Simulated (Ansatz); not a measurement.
# TiHO+ (quintet): from Hartree-Fock to the top rungs, def2-TZVPP

An exercise on one series of results from a longer session: the logs are not shown, and one member is left open.

Computed with Ansatz 0.2.0, Gaussian basis. Level: def2-TZVPP, core rule «outside noble gas», up to 10 orbitals frozen.

To be run: UHF; ROHF; CCSD(T) on UHF.

2 further runs of the same task are left out: 2 set aside as unsound or not needed.

## The geometry

The geometry is a PBE0/def2-TZVP stationary point (not a proven minimum) of the parent state, kept for this charge and spin.

3 atoms, charge 1, spin multiplicity 5.

Atoms are counted from 1 here; the program's logs count them from 0.

Bond lengths: Ti1–O2 1.725 Å, O2–H3 0.963 Å. Angles: Ti1–O2–H3 180.0°.

The first run:

Input file in.yaml:

```yaml
crystal:
  periodic: [false, false, false]
  atoms:
    - {symbol: Ti, position_ang: [0.000000, 0.000000, 1.470824]}
    - {symbol: O, position_ang: [0.000000, 0.000000, -0.253684]}
    - {symbol: H, position_ang: [0.000000, 0.000000, -1.217140]}
basis:
  gaussian: {orbitals: def2-TZVPP}
total_charge: 1
magnetization: {spin_polarized: true, initial_magnetization: 4}
hamiltonian: {xc: hf}
output: {orbitals: {seedname: orbitals}}
```

Command:

```console
ansatz run in.yaml --threads 1 --pin off --events-out ev --progress --plain --max-ram 4096MiB --backend cpu
```

Among the steps run: UHF; ROHF; CCSD(T) on UHF.

One table of the session follows, with a row left open; its other results are not shown here.

```
  method  from UCCSD(T) (kJ/mol)
    ROHF                  +674.3
     UHF                  +651.3
    UMP2                   +72.3
   UCCSD                       ?
UCCSD(T)                       0
```

Estimate the missing values for UCCSD.

The run gave: from UCCSD(T) (kJ/mol): +16.7. In the column «from UCCSD(T) (kJ/mol)» it lies between UCCSD(T) (0) and UMP2 (+72.3).
